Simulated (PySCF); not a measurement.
# C2H8GeO (GeH2Me(OMe)): the cost of one run

Programs: PySCF 2.14.0, with routines of our own; each step states its level. All values are computed. Atoms count from 0.

## Step 1: The system as given

12 atoms, charge 0, multiplicity 1; geometry from: GFN2-xTB.

## Step 2: Magnetic properties: GIAO BP86/def2-SVP

What the job is given:

```
{"job": {"kind": "mag", "xc": "BP86", "basis": "def2-SVP"}, "charge": 0, "multiplicity": 1}
Ge     0.489740     0.609520     0.318870
H      0.541670     0.609710     1.834730
H      1.924300     0.552270    -0.168950
C     -0.612960     2.016070    -0.478270
H     -0.265120     3.005000    -0.194510
H     -1.643320     1.902270    -0.152670
H     -0.589050     1.937310    -1.562400
O     -0.336130    -0.858830    -0.210290
C      0.054550    -2.175390     0.098390
H      1.062460    -2.392960    -0.264330
H     -0.651950    -2.844100    -0.395880
H      0.025810    -2.360860     1.175320
```

Method: GIAO BP86/def2-SVP magnetisability, rotational g tensor and spin-rotation constants, non-relativistic, gas phase.

Command:

```
$ OMP_NUM_THREADS=1 python excited_run.py task.json out
```

One launch serves the whole session: the jobs run in the order shown.

**Question.** How long does this first job take on 1 thread of Intel Xeon 6975P-C, shared host, and how much memory does it need?

About 11 s, with a peak of 0.51 GiB.
